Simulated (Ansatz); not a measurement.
**BH7O2Si2: small, medium and large basis sets**

Aim: see how fast density functionals converge with the basis set for BH7O2Si2.

Method: one geometry, several basis sets; program: Ansatz 0.2.0, Gaussian basis.

Plan: PBE0-D4/def2-SVP; ωB97M-V/def2-SVP; PBE0-D4/def2-QZVPP; ωB97M-V/def2-QZVPP; the functionals' def2-TZVPP values are taken from earlier runs.

### 1 The relaxed structure

An earlier PBE0-D4 in a triple-zeta def2 set relaxation fixed the geometry.

12 atoms, charge 0, spin multiplicity 1.

Atoms are counted from 1 here; the program's logs count them from 0.

Bond lengths: B1–Si2 1.878 Å, B1–Si4 1.982 Å, B1–H6 1.280 Å, B1–H7 1.196 Å, Si2–O3 1.616 Å, Si2–H8 1.487 Å, O3–H9 0.981 Å, Si4–O5 1.695 Å, Si4–H10 1.494 Å, Si4–H11 1.494 Å, O5–H12 0.958 Å. Angles: Si2–B1–Si4 112.2°, Si2–B1–H6 72.7°, Si2–B1–H7 118.6°, Si4–B1–H6 109.0°, Si4–B1–H7 123.2°, H6–B1–H7 108.8°, B1–Si2–O3 122.1°, B1–Si2–H8 129.1°, O3–Si2–H8 105.3°, Si2–O3–H9 110.3°, B1–Si4–O5 106.7°, B1–Si4–H10 113.0°, B1–Si4–H11 116.1°, O5–Si4–H10 107.9°, O5–Si4–H11 106.8°, H10–Si4–H11 105.9°, Si4–O5–H12 116.8°.

### 2 PBE0-D4 in def2-SVP

in.yaml

```yaml
crystal:
  periodic: [false, false, false]
  atoms:
    - {symbol: B, position_ang: [-1.190401, 0.036615, 0.470210]}
    - {symbol: Si, position_ang: [-1.083835, -0.410996, -1.350507]}
    - {symbol: O, position_ang: [0.291459, -0.273303, -2.188763]}
    - {symbol: Si, position_ang: [0.589850, 0.055371, 1.340840]}
    - {symbol: O, position_ang: [1.740765, 0.024158, 0.097515]}
    - {symbol: H, position_ang: [-1.339328, 1.118918, -0.197450]}
    - {symbol: H, position_ang: [-2.204829, -0.196487, 1.058531]}
    - {symbol: H, position_ang: [-2.163865, -0.446425, -2.372418]}
    - {symbol: H, position_ang: [1.055074, -0.189832, -1.579052]}
    - {symbol: H, position_ang: [0.826062, -1.133495, 2.213480]}
    - {symbol: H, position_ang: [0.896855, 1.249407, 2.184845]}
    - {symbol: H, position_ang: [2.659294, 0.110871, 0.356671]}
basis:
  gaussian: {orbitals: def2-SVP}
hamiltonian: {xc: pbe0, dispersion: d4}
output: {orbitals: {seedname: orbitals}}
```

The run is started by

```
$ ansatz run in.yaml --threads 4 --pin off --events-out ev --progress --plain --max-ram 10444MiB
```

Further steps of the session: ωB97M-V in def2-SVP; PBE0-D4 in def2-QZVPP; ωB97M-V in def2-QZVPP.

Before running them: what should the planned runs give, taken together? Wanted: PBE0-D4: double and triple zeta above quadruple; ωB97M-V: double and triple zeta above quadruple.

The runs gave:

| quantity | value |
| --- | --- |
| PBE0-D4: double and triple zeta above quadruple | 12.48, 0.83 eV |
| ωB97M-V: double and triple zeta above quadruple | 12.63, 0.77 eV |

What this shows: For PBE0-D4 the step from double to triple zeta gains 11.65 eV and the next only 0.83 eV. These are total energies; as a rule much of such shifts cancels in differences, which this series doesn't test.
